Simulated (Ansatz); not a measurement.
# GeBrF: how energies converge with the basis set

An exercise on one series of results from a longer session: the logs are not shown, and one member is left open.

The runs use Ansatz 0.2.0, Gaussian basis; one geometry, several basis sets.

Plan: PBE0-D4/def2-SVP; ωB97M-V/def2-SVP; PBE0-D4/def2-QZVPP; ωB97M-V/def2-QZVPP; the functionals' def2-TZVPP values are taken from earlier runs.

## The relaxed structure

The geometry comes from an earlier relaxation with PBE0-D4 in a triple-zeta def2 set; it is a stationary point.

3 atoms, charge 0, spin multiplicity 1.

Atoms are counted from 1 here; the program's logs count them from 0.

Bond lengths: F1–Ge2 1.749 Å, Ge2–Br3 2.341 Å. Angles: F1–Ge2–Br3 98.7°.

Set-up of the first run:

Input file in.yaml:

```yaml
crystal:
  periodic: [false, false, false]
  atoms:
    - {symbol: F, position_ang: [-0.740074, 1.253225, -0.277336]}
    - {symbol: Ge, position_ang: [-0.658657, -0.488357, -0.410040]}
    - {symbol: Br, position_ang: [1.387730, -0.829667, 0.674176]}
basis:
  gaussian: {orbitals: def2-SVP}
hamiltonian: {xc: pbe0, dispersion: d4}
output: {orbitals: {seedname: orbitals}}
```

Run with:

```
> ansatz run in.yaml --threads 4 --pin off --events-out ev --progress --plain --max-ram 10444MiB
```

Steps of the session up to this table: PBE0-D4 in def2-SVP; ωB97M-V in def2-SVP; PBE0-D4 in def2-QZVPP; ωB97M-V in def2-QZVPP.

One of the session's tables, all rows but one given; the rest of the session is left out.

It belongs to the step «Density functionals: the series». 

```
functional       basis  HOMO (eV)  LUMO (eV)
   PBE0-D4    def2-SVP      -8.09      -2.85
   PBE0-D4  def2-TZVPP      -8.19      -2.93
   PBE0-D4  def2-QZVPP          ?          ?
   ωB97M-V    def2-SVP     -10.13      -0.84
   ωB97M-V  def2-TZVPP     -10.26      -0.96
   ωB97M-V  def2-QZVPP     -10.30      -1.06
```

**Question.** Estimate the row for PBE0-D4, def2-QZVPP.

**Answer.** HOMO (eV): -8.22; LUMO (eV): -2.97. In the column «HOMO (eV)» it lies between ωB97M-V, def2-SVP (-10.13) and PBE0-D4, def2-TZVPP (-8.19).
